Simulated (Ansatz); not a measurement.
# Li3Cl2: the cost of one run

Method: DFT PBE, scalar-relativistic, plane waves, PAW, in Ansatz 0.2.0.

### 1 The system as given

The structure is trigonal, space group P-3m1 (No. 164). The conventional cell has a = 3.999 Å, b = 3.999 Å, c = 6.222 Å, α = 90.00°, β = 90.00°, γ = 120.00°. Li (site symmetry -3m) is surrounded by 6 Cl at 2.77 Å. Around Li (site symmetry 3m) lie 4 Cl at 2.41 to 2.49 Å. Around Cl (site symmetry 3m) lie 7 Li at 2.41 to 2.77 Å.

Structure file:

```
Li Cl
1.0
     3.99939    0.00000    0.00000
    -1.99969    3.46357    0.00000
     0.00000    0.00000    6.22240
Li Cl
3 2
Direct
  0.00000 0.00000 0.00000
  0.33333 0.66667 0.64500
  0.66667 0.33333 0.35500
  0.33333 0.66667 0.24500
  0.66667 0.33333 0.75500
```

(A quick probe on a coarse mesh, which set the mesh and smearing, is not shown.)

### 3 Relaxing cell and atoms

input.yaml

```yaml
crystal:
  lattice:
    - [3.9993869059, 0.0, 0.0]
    - [-1.9996934529, 3.46357066, 0.0]
    - [0.0, 0.0, 6.222396379]
  atoms:
    - { symbol: Li, position: [0.0, 0.0, 0.0] }
    - { symbol: Li, position: [0.3333333333, 0.6666666667, 0.645] }
    - { symbol: Li, position: [0.6666666667, 0.3333333333, 0.355] }
    - { symbol: Cl, position: [0.3333333333, 0.6666666667, 0.245] }
    - { symbol: Cl, position: [0.6666666667, 0.3333333333, 0.755] }
basis:
  ecutwfc: 420
kpoints:
  mp_grid: { grid: [12, 12, 6] }
hamiltonian:
  xc: pbe
scf:
  occupations: { method: gaussian, width: 0.1 }
output:
  forces: true
  stress: true
  eigenvalues: true
relax:
  adjacent_minimum: "off"
  f_tol: 0.01
  max_steps: 80
  cell: { stress_tol: 0.05 }
```

Run with:

```
$ ansatz run input.yaml --threads 1 --pin off --max-ram 2560MiB --backend cpu --events-out ev --progress --plain --runs-dir out
```

**Question.** How long does this run take on 1 thread of Intel Xeon Platinum 8259CL at 2.50GHz (Skylake/Cascade Lake), shared host, and how much memory does it need?

About 3.3 min, with a peak of 0.5 GiB.
